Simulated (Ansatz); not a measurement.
**Na (bcc type): a single-point run**

Aim: a sound single-point run of Na (bcc type).

Program: Ansatz 0.2.0. Level of theory: DFT, PBEsol, all-electron LAPW, scalar-relativistic. These are calculated values, not measurements.

**1. Starting point**

Symmetry: Im-3m, No. 229, cubic system. The conventional cell has a = 3.702 Å, b = 3.702 Å, c = 3.702 Å, α = 90.00°, β = 90.00°, γ = 90.00°. Na (site symmetry m-3m) is surrounded by 8 Na at 3.21 Å.

As a file:

```xyz
1
Lattice="-1.8511 1.8511 1.8511 1.8511 -1.8511 1.8511 1.8511 1.8511 -1.8511" Properties=species:S:1:pos:R:3 pbc="T T T"
Na    0.0000    0.0000    0.0000
```

**2. The run**

input.yaml reads:

```yaml
crystal:
  lattice:
    - [-1.851095042, 1.851095042, 1.851095042]
    - [1.851095042, -1.851095042, 1.851095042]
    - [1.851095042, 1.851095042, -1.851095042]
  atoms:
    - { symbol: Na, position: [0.0, 0.0, 0.0] }
kpoints:
  mp_grid: { grid: [13, 13, 13] }
scf:
  occupations: { method: fermi_dirac, width: 0.05 }
  mixing: { algorithm: anderson, beta: 0.001, ndim: 1 }
  max_iter: 100
hamiltonian:
  xc: pbesol
  pseudopotentials: { kind: all_electron, lapw: { basis_error: 0.001 } }
output:
  forces: true
  stress: true
  eigenvalues: true
  populations: true
```

Run with:

```sh
> ansatz run input.yaml --threads 1 --pin off --max-ram 2048MiB --backend cpu --events-out ev --progress --plain --runs-dir out
```

**Question.** How will this run end, and is anything wrong with its input?

This run ends as converged. Convergence says nothing about whether the input makes sense.

Look at the input: scf.mixing.algorithm is anderson; scf.mixing.beta is 0.001; scf.mixing.ndim is 1. The risk: mixing too weak. The residual crept for many cycles and then fell at once, which so weak a step can't do by itself: the program changed its mixing. Several mixing settings were changed at once, so this run can't tell how much each is to blame.

To check: delete scf.mixing.algorithm, scf.mixing.beta and scf.mixing.ndim (the default then holds).
